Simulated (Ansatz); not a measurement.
**TiC (Fm-3m): calculation of the elastic constants from a Python script**

Computed with Ansatz 0.2.0 through its Python package. Level of theory: DFT PBE, plane waves, PAW.

## Step 1: The structure

It takes space group Fm-3m (No. 225, cubic). Conventional cell: a = 4.319 Å, b = 4.319 Å, c = 4.319 Å, α = 90.00°, β = 90.00°, γ = 90.00°. Around Ti (site symmetry m-3m) lie 6 C at 2.16 Å. C (site symmetry m-3m) is surrounded by 6 Ti at 2.16 Å.

The script holds or builds the structure itself.

## Step 2: Script

The input, tic_elastic.py:

```python
"""Stiffness tensor and moduli of TiC."""

import ansatz as az
import numpy as np


def main() -> None:
    lattice = az.Lattice.of(
        [0.0, 2.1593, 2.1593],
        [2.1593, 0.0, 2.1593],
        [2.1593, 2.1593, 0.0],
    )
    sites = [
        ("Ti", [0.0, 0.0, 0.0]),
        ("C", [0.5, 0.5, 0.5]),
    ]
    structure = az.Crystal(lattice=lattice)
    for symbol, position in sites:
        structure = structure.atom(symbol, position)

    model = (
        structure.calculation()
        .occupations("Marzari-Vanderbilt", width=0.1)
        .basis(470)
        .functional("pbe")
        .kpoints(20, 20, 20)
    )
    res = model.elastic("relaxed-ion").run(threads=1, pin="off")
    elastic = res.elastic

    C = np.asarray(elastic.c_gpa)
    for i in range(6):
        for j in range(i, 6):
            if abs(C[i, j]) > 0.05:
                print(f"C{i + 1}{j + 1} = {C[i, j]:.1f} GPa")
    print("smallest eigenvalue of C:", round(elastic.stability.min_eigenvalue_gpa, 1), "GPa; stable:", elastic.stability.stable)
    # averaged moduli need a positive definite tensor
    if elastic.stability.min_eigenvalue_gpa > 0:
        m = elastic.moduli
        print(f"K = {m.k_hill_gpa:.1f}, G = {m.g_hill_gpa:.1f}, E = {m.youngs_gpa:.1f} GPa, Poisson ratio {m.poisson:.3f}, K/G = {m.k_hill_gpa / m.g_hill_gpa:.2f}")


if __name__ == "__main__":
    main()
```

## Step 3: The run

Command:

```sh
$ python tic_elastic.py
```

Q: Estimate wall time and peak memory on 1 thread of AMD EPYC 7R43 (Zen 3), shared host.

About 98 s, with a peak of 0.72 GiB.
